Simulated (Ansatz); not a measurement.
**C2H6AlNSe: one species, many methods**

One table from this session's results is given with a row withheld; the runs are named, their logs left out.

The runs use Ansatz 0.2.0, Gaussian basis; functionals in def2-TZVPP, the program's frozen cores in correlated methods.

The runs, in order: PBE-D4, r2SCAN-D4, PBE0-D4, B3LYP-D4, ωB97X-V, ωB97M-V, B2PLYP; CCSD(T)/def2-TZVPP; MP2/def2-QZVPP; extrapolation to the limit.

## The relaxed structure

The geometry comes from an earlier relaxation with PBE0-D4 in a triple-zeta def2 set; it is a stationary point, not always the lowest conformer.

SMILES `[CH3][AlH][C](=N)[SeH]`, 11 atoms, charge 0, spin multiplicity 1.

Atoms are counted from 1 here; the program's logs count them from 0.

Bond lengths: C1–Al2 1.948 Å, C1–H6 1.095 Å, C1–H7 1.096 Å, C1–H8 1.093 Å, Al2–C3 1.985 Å, Al2–H9 1.581 Å, C3–N4 1.266 Å, C3–Se5 1.952 Å, N4–H10 1.024 Å, Se5–H11 1.467 Å. Angles: Al2–C1–H6 111.7°, Al2–C1–H7 111.1°, Al2–C1–H8 112.1°, H6–C1–H7 106.6°, H6–C1–H8 107.8°, H7–C1–H8 107.3°, C1–Al2–C3 118.9°, C1–Al2–H9 124.1°, C3–Al2–H9 117.1°, Al2–C3–N4 117.4°, Al2–C3–Se5 120.5°, N4–C3–Se5 122.1°, C3–N4–H10 115.6°, C3–Se5–H11 95.3°.

Set-up of the first run:

The input, in.yaml:

```yaml
crystal:
  periodic: [false, false, false]
  atoms:
    - {symbol: C, position_ang: [-1.767371, -0.387644, 0.569842]}
    - {symbol: Al, position_ang: [-0.032027, 0.402815, 0.970045]}
    - {symbol: C, position_ang: [1.410663, 0.287025, -0.388589]}
    - {symbol: N, position_ang: [2.562589, 0.688405, -0.050683]}
    - {symbol: Se, position_ang: [1.040994, -0.431298, -2.165561]}
    - {symbol: H, position_ang: [-1.673622, -1.434262, 0.261365]}
    - {symbol: H, position_ang: [-2.258916, 0.139131, -0.256169]}
    - {symbol: H, position_ang: [-2.443481, -0.351649, 1.427547]}
    - {symbol: H, position_ang: [0.311779, 1.146354, 2.322852]}
    - {symbol: H, position_ang: [3.287529, 0.606904, -0.768621]}
    - {symbol: H, position_ang: [-0.372738, -0.722883, -1.901427]}
basis:
  gaussian: {orbitals: def2-TZVPP}
hamiltonian: {xc: pbe, dispersion: d4}
output: {forces: true, orbitals: {seedname: orbitals}}
```

Launch:

```bash
> ansatz run in.yaml --threads 4 --pin off --events-out ev --progress --plain --max-ram 10444MiB
```

Steps of the session up to this table: PBE-D4 (GGA); r2SCAN-D4 (meta-GGA); PBE0-D4 (hybrid); B3LYP-D4 (hybrid); ωB97X-V (range-separated); ωB97M-V (range-separated); B2PLYP (double hybrid); CCSD(T) in def2-TZVPP; MP2 in def2-QZVPP.

One of the session's tables, all rows but one given; the rest of the session is left out.

| method | atomisation energy (eV) |
| --- | --- |
| PBE-D4 | 39.726 |
| r2SCAN-D4 | 38.870 |
| PBE0-D4 | 38.793 |
| B3LYP-D4 | ? |
| ωB97X-V | 38.820 |
| ωB97M-V | 38.751 |
| B2PLYP | 38.276 |
| HF/def2-TZVPP | 26.773 |
| MP2/def2-TZVPP | 38.121 |
| CCSD/def2-TZVPP | 36.865 |
| CCSD(T)/def2-TZVPP | 37.608 |
| MP2/CBS | 39.260 |
| CCSD(T)/CBS | 38.747 |

Estimate the missing values for B3LYP-D4.

**Answer.** atomisation energy (eV): 38.823. In the column «atomisation energy (eV)» it lies between ωB97X-V (38.820) and r2SCAN-D4 (38.870).

To keep in mind: Free atoms (2 C, 1 Al, 1 N, 1 Se, 6 H) were run apart at each level; the atomisation energy is their sum less the molecule, without zero-point or spin-orbit terms.
